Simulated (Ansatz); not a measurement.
Run this with the Ansatz DFT code, driven from Python and show what comes out.

Script `methods_ch3al2cl.py`:
```python
import ansatz as az
from ase import Atoms

BASIS_SET = "cc-pVDZ"


def main() -> None:
    atoms = Atoms(["Cl", "Al", "C", "Al", "H", "H", "H"], positions=[
        (-2.2584, -2.5295, 1.0387),
        (-0.8882, -0.9411, 0.3387),
        (0.5335, 0.3845, 0.601),
        (0.3099, 0.5864, -1.3352),
        (0.2779, 1.2583, 1.2035),
        (1.5494, -0.0448, 0.8722),
        (0.5372, 1.2183, -2.7646),
    ])
    geometry = az.Crystal.molecule_from_ase(atoms)

    calculation = geometry.calculation().basis(gaussian=BASIS_SET)

    methods = ["mp2", "ccsd", "ccsd_t"]
    reports = [calculation.correlation(m).run(threads=1).report for m in methods]
    print(f"Hartree-Fock reference {reports[0]['reference_energy_ev'] / 27.211386246:.6f} Ha")
    best = reports[-1]["free_energy_ev"] - reports[-1]["reference_energy_ev"]
    for method, each in zip(methods, reports):
        gained = each["free_energy_ev"] - each["reference_energy_ev"]
        print(f"{method:8s} total {each['free_energy_ev'] / 27.211386246:.6f} Ha  correlation {gained:9.4f} eV  ({100 * gained / best:.1f} % of the last)")


if __name__ == "__main__":
    main()
```

```console
$ python methods_ch3al2cl.py
Hartree-Fock reference -982.939295 Ha
mp2      total -983.332543 Ha  correlation  -10.7008 eV  (87.1 % of the last)
ccsd     total -983.376125 Ha  correlation  -11.8867 eV  (96.8 % of the last)
ccsd_t   total -983.390571 Ha  correlation  -12.2798 eV  (100.0 % of the last)
```

Total energies depend on the basis set; only differences at equal settings carry meaning. The geometry is a force-field or estimated start, not a minimum of this method, and the basis set is short of its limit. A lower total doesn't mark the better method: functionals have no common bound, and MP2 and coupled cluster aren't variational. Inner cores stay frozen, so this is valence correlation. For Al to Cl the sets with a tight d function, cc-pV(X+d)Z, are usual. It ran for 8 s on 1 thread of Arm Neoverse V2, on a shared host, peak memory 0.29 GiB.
